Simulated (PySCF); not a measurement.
# CH6BOSb: the cost of one run

Programs: PySCF 2.14.0, with routines of our own; each step states its level. All values are computed. Atoms count from 0.

## 1. The system as given

10 atoms, charge 0, multiplicity 1; geometry from: GFN2-xTB.

## 2. Optimising the geometry at PBE0-D3(BJ)/def2-SVP

What the job is given:

```
{"job": {"xc": "PBE0", "basis": "def2-SVP", "d3": "d3bj", "grid": 1, "maxiter": 30, "shake": 0.01, "kind": "geom"}, "charge": 0, "multiplicity": 1}
C     -1.697580     0.550720    -0.354810
O     -0.523400     0.235530     0.299220
B      0.378800    -0.596620    -0.154410
Sb     2.093940    -0.895190     1.275570
H     -1.743850     1.651030    -0.517410
H     -2.561290     0.290910     0.274020
H     -1.788160     0.068730    -1.324450
H      0.308600    -1.175000    -1.167970
H      3.266000    -0.893030     0.121680
H      2.317360     0.741980     1.527500
```

Started as:

```sh
> OMP_NUM_THREADS=1 python heavy_run.py task.json out
```

The driver reads the jobs from task.json and runs them one after another.

Q: Estimate the wall time and peak memory of this first job on 1 thread of Arm Neoverse V2, shared host.

About 18 s, with a peak of 0.46 GiB.
